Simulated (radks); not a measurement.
# Nuclear size and the levels of Ca⁸⁺

Aim: how the total energy, the levels and the density at the nucleus of Ca⁸⁺ respond when the nuclear radius is scaled.

The numbers are computed with radks (a radial shooting solver on a logarithmic mesh, Libxc functionals) version 1 (Dirac Kohn-Sham, BLYP, spin-unpolarised, spherical densities, finite nucleus), except any that are marked as measured or tabulated.

## 1. The atom as given

| Property | Result |
| --- | --- |
| element | calcium (Z = 20) |
| charge | +8 |
| electrons | 12 |
| configuration | [Ne] 3s2 |
| nuclear rms radius | 3.4776 fm |

Outer shells as boxes (Hund's rule):

Ca⁸⁺
```
[Ne] core
3s [↑↓]
```

## 2. rms radius 3.4776 fm

Settings of this run:

```text
Z 20
configuration [Ne] 3s2 3p0 4s0
relativity Dirac
functional b88,lyp
spin unpolarised
j_filling average
nucleus finite rms 3.4776 fm
c 137.035999084
```

## 3. rms radius 2.9733 fm

Input: that of step 2 with these lines changed.

```diff
@@ -6,3 +6,3 @@
 j_filling average
-nucleus finite rms 3.4776 fm
+nucleus finite rms 2.9733 fm
 c 137.035999084
```

## 4. rms radius 3.3385 fm

Input: that of step 3 with these lines changed.

```diff
@@ -6,3 +6,3 @@
 j_filling average
-nucleus finite rms 2.9733 fm
+nucleus finite rms 3.3385 fm
 c 137.035999084
```

## 5. rms radius 3.5924 fm

Input: that of step 4 with these lines changed.

```diff
@@ -6,3 +6,3 @@
 j_filling average
-nucleus finite rms 3.3385 fm
+nucleus finite rms 3.5924 fm
 c 137.035999084
```

## 6. rms radius 3.9332 fm

Input: that of step 5 with these lines changed.

```diff
@@ -6,3 +6,3 @@
 j_filling average
-nucleus finite rms 3.5924 fm
+nucleus finite rms 3.9332 fm
 c 137.035999084
```

Before running it: what results should come out? Wanted: for each run, rms radius; total energy shift; density at nucleus; 1s1/2 shift; 2s1/2 shift.

The runs gave:

```csv
rms radius (fm),total energy shift (eV),density at nucleus (e/bohr³),1s1/2 shift (meV),2s1/2 shift (meV)
2.9733,-0.00818,6225,-3.43,-0.273
3.3385,-0.00238,6206,-0.997,-0.0794
3.4776,0,6200,0,0
3.5924,0.00204,6195,0.853,0.0679
3.9332,0.00846,6180,3.54,0.282
```

Shifts are against the first run. Over the range the 1s1/2 level moves by 0.00697 eV and the 2s1/2 level by 0.555 meV. A larger nucleus binds the 1s electrons less and lowers the density at its centre. These are shifts of eigenvalues, not the field shifts of spectral lines.
